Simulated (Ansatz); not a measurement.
I need a formation energy from the elements of Li5Sn2 and its elements. Use the Python package of Ansatz (0.2.0). Use (first run): PBEsol, PAW, cutoff 460 eV, 7×7×7 k-points, Fermi-Dirac smearing of 0.1 eV.

`formation_li5sn2.py`
```python
'''Formation energy of Li5Sn2 from the elements, after relaxing atoms and volume at fixed cell shape.'''

from collections import Counter
import csv
import warnings

import ansatz
import numpy as np

PHASES = {
    'Li5Sn2': (
        [[2.37, 1.36832, 6.61], [-2.37, 1.36832, 6.61], [0.0, -2.73664, 6.61]],
        [
            ('Li', [0.5, 0.5, 0.5]),
            ('Li', [0.21, 0.21, 0.21]),
            ('Li', [0.79, 0.79, 0.79]),
            ('Li', [0.352, 0.352, 0.352]),
            ('Li', [0.648, 0.648, 0.648]),
            ('Sn', [0.0727, 0.0727, 0.0727]),
            ('Sn', [0.9273, 0.9273, 0.9273]),
        ],
    ),
    'Li': (
        [[-1.75465, 1.75465, 1.75465], [1.75465, -1.75465, 1.75465], [1.75465, 1.75465, -1.75465]],
        [
            ('Li', [0.0, 0.0, 0.0]),
        ],
    ),
    'Sn': (
        [[0.0, 3.23334, 3.23334], [3.23334, 0.0, 3.23334], [3.23334, 3.23334, 0.0]],
        [
            ('Sn', [0.0, 0.0, 0.0]),
            ('Sn', [0.25, 0.25, 0.25]),
        ],
    ),
}


def build(vectors, sites):
    crystal = ansatz.Crystal(lattice=ansatz.Lattice.of(vectors))
    for symbol, position in sites:
        crystal = crystal.atom(symbol, position)
    return crystal


def ground_state(name, crystal):
    calc = crystal.calculation()
    calc = calc.scf(extra_bands=4)
    calc = calc.functional(ansatz.Functional.PBESOL)
    calc = calc.mixing('anderson', ndim=4, beta=0.6)
    calc = calc.basis(460).kpoints(spacing=0.26)
    calc = calc.occupations('fermi_dirac', width=0.1)
    calc = calc.stress()
    calc = calc.relax(force_tolerance=0.02, max_steps=60, fix_cell=['shape'])
    return calc.run()


def counts(outcome):
    return Counter(site.symbol for site in outcome.lattice.sites)

def formation_energy(outcome, mu):
    n = counts(outcome)
    return (outcome.report['energy_sigma0_ev'] - sum(k * mu[element] for element, k in n.items())) / sum(n.values())


def volume_per_atom(outcome):
    return abs(np.linalg.det(outcome.lattice.cell_ang)) / len(outcome.lattice.sites)

warnings.simplefilter('ignore', ansatz.DeckWarning)

phases = {name: build(*cell) for name, cell in PHASES.items()}

done = {}
for name, crystal in phases.items():
    done[name] = ground_state(name, crystal)
    print(f'{name}: {done[name].report["energy_sigma0_ev"]:.4f} eV, {len(done[name].lattice.sites)} atoms')

# energy of one atom in its reference phase
references = {'Li': 'Li', 'Sn': 'Sn'}
mu = {element: done[name].report['energy_sigma0_ev'] / len(done[name].lattice.sites) for element, name in references.items()}

target = done['Li5Sn2']
heat = formation_energy(target, mu)
rows = [(name, len(o.lattice.sites), volume_per_atom(o), formation_energy(o, mu)) for name, o in done.items()]
with open('formation.csv', 'w', newline='') as handle:
    writer = csv.writer(handle)
    writer.writerow(['phase', 'atoms', 'V (A^3/atom)', 'E_form (eV/atom)'])
    writer.writerows([round(v, 4) if isinstance(v, float) else v for v in row] for row in rows)
print(open('formation.csv').read())
```

```console
$ python formation_li5sn2.py
Li5Sn2: -12917.5129 eV, 7 atoms
Li: -202.9912 eV, 1 atoms
Sn: -11899.4908 eV, 2 atoms
phase,atoms,V (A^3/atom),E_form (eV/atom)
Li5Sn2,7,17.578,-0.438
Li,1,20.2444,0.0
Sn,2,35.0352,0.0
```

What to keep in mind:
- These settings explore the input space; cutoff and mesh may be short of convergence.
- For the metals among these phases the mesh is modest: differences between phases can be off by up to 40 meV an atom.
- Atoms and volume are relaxed with the cell's shape held, which in cells of lower than cubic symmetry can hide stresses and shift volumes.
- The cells come from databases of deposited and of computed structures, and not all need be stable phases.
- The compound is the structure given, not necessarily its lowest; energies are at zero temperature, with no correction for gases. A semilocal functional's error on such energies is often 0.05 to 0.1 eV an atom, and 0.1 to 0.3 eV against gases such as O2 or F2.
- Finished in 53 s on 1 thread of Arm Neoverse V2, on a shared host, peak memory 0.54 GiB.

(Lines on the test bed's own set-up are left out of the output.)
